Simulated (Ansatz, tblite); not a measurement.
**(Br2Al-mu-OH)3 (Al3Br6H3O3): a ladder of methods and basis sets**

How do method and basis change the picture of (Br2Al-mu-OH)3 (Al3Br6H3O3) (singlet)?

Computed with Ansatz 0.2.0, Gaussian basis. Level: as each input shows.

The runs, in order: GFN1-xTB, GFN2-xTB, PBE-D4/def2-SVP, r2SCAN-D4/def2-SVP, HF/STO-3G.

8 further runs of the same task are left out: 7 that didn't finish, 1 set aside as unsound or not needed. Runs told in other sessions of the task aren't counted.

## 1. The structure

The geometry is that of the singlet, from an earlier relaxation (r2SCAN-D4/def2-SVP).

15 atoms, charge 0, spin multiplicity 1.

Bond lengths: Al1–Br2 2.267 Å, Al1–Br3 2.242 Å, Al1–O4 1.847 Å, Al1–O12 1.847 Å, O4–Al5 1.847 Å, O4–H13 0.973 Å, Al5–Br6 2.242 Å, Al5–Br7 2.267 Å, Al5–O8 1.847 Å, O8–Al9 1.847 Å, O8–H14 0.973 Å, Al9–Br10 2.242 Å, Al9–Br11 2.267 Å, Al9–O12 1.847 Å, O12–H15 0.973 Å. Angles: Br2–Al1–Br3 122.1°, Br2–Al1–O4 106.0°, Br2–Al1–O12 106.0°, Br3–Al1–O4 110.8°, Br3–Al1–O12 110.7°, O4–Al1–O12 98.6°, Al1–O4–Al5 132.2°, Al1–O4–H13 113.2°, Al5–O4–H13 113.2°, O4–Al5–Br6 110.7°, O4–Al5–Br7 106.0°, O4–Al5–O8 98.6°, Br6–Al5–Br7 122.1°, Br6–Al5–O8 110.7°, Br7–Al5–O8 106.1°, Al5–O8–Al9 132.1°, Al5–O8–H14 113.2°, Al9–O8–H14 113.1° and more.

PBE0-D4/def2-SVP was run before; its log isn't repeated, and its numbers join the tables.

## 2. GFN1-xTB

Tight binding, by tblite at 300 K electronic temperature and without a spin-polarisation term:

```python
tblite.interface.Calculator('GFN1-xTB', numbers, positions, charge=0, uhf=0).singlepoint()
```

Energy -1186.8789 eV, HOMO -11.48 eV, LUMO -6.73 eV; 0.022 s.

## 3. GFN2-xTB

Tight binding, by tblite at 300 K electronic temperature and without a spin-polarisation term:

```python
tblite.interface.Calculator('GFN2-xTB', numbers, positions, charge=0, uhf=0).singlepoint()
```

Energy -1147.3244 eV, HOMO -12.08 eV, LUMO -6.27 eV; 0.026 s.

## 4. PBE-D4/def2-SVP

start.molden holds the orbitals of an earlier run on this state, given as this run's starting guess.

The input, in.yaml:

```yaml
crystal:
  periodic: [false, false, false]
  atoms:
    - {symbol: Al, position_ang: [0.700062, -1.424269, 1.147667]}
    - {symbol: Br, position_ang: [1.429364, -1.268270, 3.288721]}
    - {symbol: Br, position_ang: [0.701909, -3.366363, 0.026783]}
    - {symbol: O, position_ang: [-0.979781, -0.656584, 1.124063]}
    - {symbol: Al, position_ang: [-1.937768, 0.194378, -0.206520]}
    - {symbol: Br, position_ang: [-2.683971, -1.286813, -1.715740]}
    - {symbol: Br, position_ang: [-3.327412, 1.640959, 0.849626]}
    - {symbol: O, position_ang: [-0.575546, 1.218920, -0.917626]}
    - {symbol: Al, position_ang: [1.185573, 0.832099, -1.318351]}
    - {symbol: Br, position_ang: [1.312922, -0.473667, -3.136821]}
    - {symbol: Br, position_ang: [2.310302, 2.793988, -1.160640]}
    - {symbol: O, position_ang: [1.611711, -0.124812, 0.203188]}
    - {symbol: H, position_ang: [-1.344703, -0.507293, 2.013337]}
    - {symbol: H, position_ang: [-0.761627, 2.173318, -0.894668]}
    - {symbol: H, position_ang: [2.358975, 0.254411, 0.696971]}
basis:
  gaussian: {orbitals: def2-SVP, initial_orbitals: start.molden}
hamiltonian: {xc: pbe, dispersion: d4}
scf: {omitted_lower_state_checks: [starts]}
output: {forces: true, orbitals: {seedname: orbitals}}
```

On the command line:

```console
$ ansatz run in.yaml --threads 4 --pin off --events-out ev --progress --plain --max-ram 6963MiB
```

Output (excerpt; [...] marks lines left out):

```text
Functional definition: PBE
  name "PBE"
  cite "Perdew, Burke & Ernzerhof, Phys. Rev. Lett. 77, 3865 (1996) doi:10.1103/PhysRevLett.77.3865"
  parent pbe
[...]
3252 factors; their error is unknown
[...]
mean field -446136.06846827 eV, -16395.1981143207 hartree, gradient 1.2e-5 eV, S^2 0.000000; 0 other end points of the search recorded, 0 dependent functions left out
[...]
reference -446136.06852395 eV, -16395.1981163666 hartree; 138, 138 occupied and 165, 165 virtual orbitals, 3252 factors
Total energy: -446136.98165058 eV, -16395.2316731515 hartree
Atom 0 at     0.700062    -1.424269     1.147667 Å, force     0.030368    -0.086363     0.030503 eV/Å
Atom 1 at     1.429364    -1.268270     3.288721 Å, force     0.053116     0.009798     0.157182 eV/Å
Atom 2 at     0.701909    -3.366363     0.026783 Å, force    -0.004340    -0.138309    -0.088104 eV/Å
Atom 3 at    -0.979781    -0.656584     1.124063 Å, force     0.010985    -0.084319    -0.123700 eV/Å
Atom 4 at    -1.937768     0.194378    -0.206520 Å, force    -0.093440    -0.019553    -0.034724 eV/Å
Atom 5 at    -2.683971    -1.286813    -1.715740 Å, force    -0.046411    -0.111257    -0.110524 eV/Å
Atom 6 at    -3.327412     1.640959     0.849626 Å, force    -0.101163     0.107810     0.078388 eV/Å
Atom 7 at    -0.575546     1.218920    -0.917626 Å, force     0.002701    -0.132940    -0.071869 eV/Å
Atom 8 at     1.185573     0.832099    -1.318351 Å, force     0.048854     0.008949    -0.083640 eV/Å
Atom 9 at     1.312922    -0.473667    -3.136821 Å, force     0.005991    -0.100513    -0.128992 eV/Å
Atom 10 at     2.310302     2.793988    -1.160640 Å, force     0.083151     0.145056     0.012231 eV/Å
Atom 11 at     1.611711    -0.124812     0.203188 Å, force    -0.055683    -0.097483    -0.106654 eV/Å
Atom 12 at    -1.344703    -0.507293     2.013337 Å, force    -0.112414     0.056360     0.286988 eV/Å
Atom 13 at    -0.761627     2.173318    -0.894668 Å, force    -0.059982     0.313625     0.015583 eV/Å
Atom 14 at     2.358975     0.254411     0.696971 Å, force     0.238268     0.129141     0.167333 eV/Å
Dipole moment:     0.065550     0.493409     0.464563 e Å
Checks for a lower state left out: starts
```

Run time: 11 s. Hardware: 4 threads of Arm Neoverse V2, shared host; peak memory 0.85 GiB.

From the report: HOMO -7.05 eV, LUMO -1.81 eV.

## 5. r2SCAN-D4/def2-SVP

Edit in.yaml of step 4 so:

```diff
@@ -20,4 +20,4 @@
   gaussian: {orbitals: def2-SVP, initial_orbitals: start.molden}
-hamiltonian: {xc: pbe, dispersion: d4}
+hamiltonian: {xc: r2scan, dispersion: d4}
 scf: {omitted_lower_state_checks: [starts]}
-output: {forces: true, orbitals: {seedname: orbitals}}
+output: {orbitals: {seedname: orbitals}}
```

Launched as before.

Output:

```text
Functional definition: r2SCAN
  name "r2SCAN"
  cite "Furness, Kaplan, Ning, Perdew & Sun, J. Phys. Chem. Lett. 11, 8208 (2020) doi:10.1021/acs.jpclett.0c02405"
  cite "Furness, Kaplan, Ning, Perdew & Sun, J. Phys. Chem. Lett. 11, 9248 (2020) doi:10.1021/acs.jpclett.0c03077"
  parent r2scan
  parameter k0 = 0.174
  parameter k1 = 0.065
  parameter a1 = 4.9479
  exchange = r2scan_x(k0 = k0, k1 = k1, a1 = a1)
  correlation = r2scan_c
these checks for a lower state are left out or cut short: starts
3252 factors; their error is unknown
mean field evaluation 1: about -446211.9622 eV, gradient 8.7e0 eV
mean field evaluation 2: about -446212.0408 eV, gradient 8.2e-2 eV
mean field evaluation 4: about -446211.6653 eV, gradient 9.1e-5 eV
mean field -446211.66527561 eV, -16397.9762457489 hartree, gradient 9.0e-6 eV, S^2 0.000000; 0 other end points of the search recorded, 0 dependent functions left out
reference -446211.66528955 eV, -16397.9762462612 hartree; 138, 138 occupied and 165, 165 virtual orbitals, 3252 factors
Total energy: -446211.91259272 eV, -16397.9853344852 hartree
Checks for a lower state left out: starts
```

Wall time 21 s (4 threads of Arm Neoverse V2, shared host); peak memory 0.92 GiB.

Report: HOMO -7.48 eV, LUMO -1.49 eV.

## 6. HF/STO-3G

Edit in.yaml of step 5 so:

```diff
@@ -19,4 +19,4 @@
 basis:
-  gaussian: {orbitals: def2-SVP, initial_orbitals: start.molden}
-hamiltonian: {xc: r2scan, dispersion: d4}
+  gaussian: {orbitals: STO-3G}
+hamiltonian: {xc: hf}
 scf: {omitted_lower_state_checks: [starts]}
```

The command is unchanged.

Output:

```text
Functional definition: HF
  name "HF"
  cite "Fock, Z. Phys. 61, 126 (1930) doi:10.1007/BF01340294"
  parent pbe
  exchange = exact_x
  correlation = 0
these checks for a lower state are left out or cut short: starts
1647 factors; integrals over basis functions are off by at most 3.6e-5 eV
mean field evaluation 1: about -441068.1914 eV, gradient 3.8e1 eV
mean field evaluation 2: about -441068.2972 eV, gradient 3.8e1 eV
mean field evaluation 4: about -441074.9402 eV, gradient 1.6e0 eV
mean field evaluation 8: about -441074.9537 eV, gradient 1.8e-4 eV
mean field -441074.95366311 eV, -16209.2055757779 hartree, gradient 6.2e-6 eV, S^2 0.000000; 0 other end points of the search recorded, 0 dependent functions left out
reference -441074.95366311 eV, -16209.2055757779 hartree; 138, 138 occupied and 15, 15 virtual orbitals, 1647 factors
Total energy: -441074.95366311 eV, -16209.2055757779 hartree
Checks for a lower state left out: starts
```

Wall time 3.6 s (4 threads of Arm Neoverse V2, shared host); peak memory 0.95 GiB.

From the report: HOMO -8.49 eV, LUMO 6.64 eV.

## 7. Levels side by side

| level | functions | HOMO (eV) | LUMO (eV) | gap (eV) | time |
| --- | --- | --- | --- | --- | --- |
| HF/STO-3G | 153 | -8.49 | 6.64 | 15.13 | 3.6 s |
| PBE-D4/def2-SVP | 303 | -7.05 | -1.81 | 5.23 | 11 s |
| r2SCAN-D4/def2-SVP | 303 | -7.48 | -1.49 | 5.99 | 21 s |
| PBE0-D4/def2-SVP | 303 | -8.38 | -0.99 | 7.39 | 22 s |

## 8. Binding energy

Free atoms were run apart at each level; binding is atoms less cluster, divided by the number of atoms, without zero-point or spin-orbit terms.

```
             level  binding an atom (eV)
         HF/STO-3G                 3.624
   PBE-D4/def2-SVP                 3.852
r2SCAN-D4/def2-SVP                 3.868
  PBE0-D4/def2-SVP                 3.794
```

## 9. Summary of results

| quantity | value |
| --- | --- |
| gap in def2-SVP, named functionals, smallest and largest | 5.23 eV (PBE-D4), 7.39 eV (PBE0-D4) |
| binding an atom, functionals in def2-SVP | 3.79 (PBE0-D4) to 3.87 eV (r2SCAN-D4) |

**Reading.** Orbital gaps of the named functionals in def2-SVP span 5.23 eV (PBE-D4) to 7.39 eV (PBE0-D4); exact exchange widens it.

The slowest run with a step of its own, r2SCAN-D4/def2-SVP, took 21 s; the quickest functional in def2-SVP took 11 s (shared host).
